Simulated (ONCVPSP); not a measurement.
# Gallium: generating and testing an ONCV potential

Task: generate the file, and judge it by its errors in other configurations, its logarithmic derivatives, its ghosts and its cutoff.

Method: ONCVPSP 4.0.1.1 (patched build), PBEsol, scalar-relativistic.

## (1) The design

Typed settings, in words:

| Item | Value |
| --- | --- |
| element | gallium (Ga, Z = 31) |
| type | optimised norm-conserving Vanderbilt (ONCV) |
| frozen core | [Ar] 3d10 |
| valence charge | 3 |
| reference configuration | 4s1.5 4p1.5 |
| partial waves | 4s: rc 2.00 bohr, ncon 4, nbas 7, qcut 3.8 1/bohr, local; 4p: rc 2.35 bohr, ncon 4, nbas 8, qcut 3.2 1/bohr, 2 projectors, debl 0.7 Ha; d scattering state at 0.45 Ha: rc 2.15 bohr, ncon 4, nbas 7, qcut 3.9 1/bohr, 2 projectors, debl 1.9 Ha |
| local potential | the s channel |
| core correction | not asked for |

The nodes and maxima of the atom's own shells, from an earlier all-electron run, set the scale for the radii.

All-electron outer shells of the reference configuration (PBEsol, scalar-relativistic, ld1.x):

| shell | level (eV) | outermost node (bohr) | outermost maximum (bohr) |
| --- | --- | --- | --- |
| 3p | -99.68 | 0.24 | 0.56 |
| 3d | -20.13 | – | 0.53 |
| 4s | -9.53 | 0.81 | 1.87 |
| 4p | -2.98 | 0.87 | 2.50 |

## (2) Generation

Contents of Ga.dat:

```
# ATOM AND REFERENCE CONFIGURATION
# atsym  z   nc   nv     iexc    psfile
  Ga 31.00    6    2  -116133      upf
#
#   n    l    f
    1    0    2.00
    2    0    2.00
    2    1    6.00
    3    0    2.00
    3    1    6.00
    3    2   10.00
    4    0    1.50
    4    1    1.50
#
# PSEUDOPOTENTIAL AND OPTIMIZATION
# lmax
    2
#
#   l,   rc,      ep,       ncon, nbas, qcut
    0    2.00    0.00    4    7    3.80
    1    2.35    0.00    4    8    3.20
    2    2.15    0.45    4    7    3.90
#
# LOCAL POTENTIAL
# lloc, lpopt,  rc(5),   dvloc0
    0    5    2.00    0.00
#
# VANDERBILT-KLEINMAN-BYLANDER PROJECTORs
# l, nproj, debl
    0    0    3.20
    1    2    0.70
    2    2    1.90
#
# MODEL CORE CHARGE
# icmod, fcfact, rcfact
    0    0.00    0.00
#
# LOG DERIVATIVE ANALYSIS
# epsh1, epsh2, depsh
   -2.00    5.00    0.02
#
# OUTPUT GRID
# rlmax, drl
    6.00    0.01
#
# TEST CONFIGURATIONS
# ncnf
    4
# nvcnf
#   n    l    f
    2
    4    0    2.00
    4    1    1.00
#
    2
    4    0    2.00
    4    1    0.00
#
    2
    4    0    1.00
    4    1    0.00
#
    2
    4    0    2.00
    4    1    0.50
#
```

Launch:

```bash
$ oncvpsp.x < Ga.dat > Ga.out
```

Before running it: what results should come out? Wanted: cutoffs for 1 and 0.1 mHa per electron, occupied waves; bound ghosts; GHOST(+) flags; largest test error; largest phase difference near zero energy, channels read.

**Answer**, as computed:

| quantity | value |
| --- | --- |
| cutoffs for 1 and 0.1 mHa per electron, occupied waves | 7.0 Ha and 23 Ha |
| bound ghosts | p at -343.34 eV |
| GHOST(+) flags | d at 56 eV |
| largest test error (AE − PS) | -12 meV, for 4s1 4p0 |
| largest phase difference near zero energy, channels read | 0.093 rad |

In words: A bound ghost (p) makes it unfit for use: electrons can fall into a state that the atom doesn't have. By total energies transferability is good: the largest error is 12 meV on 23.6 eV, for 4s1 4p0. Atomic tests can pass in spite of a ghost, since they solve only for the levels asked. By its cutoff, 7.0 Ha for the looser tolerance, it is soft on the atom at that tolerance. The tighter tolerance needs 23 Ha, and converged work needs a cutoff nearer that. At the looser tolerance the 4s wave is the slowest; 4p needs 2 Ha. That counts occupied waves only; other projectors can need more. Near zero energy the largest phase difference among the channels read is 0.09 rad, in the d channel. The program also flags highly localised states, GHOST(+) (d). These are tests on the free atom; a crystal test is still owed.
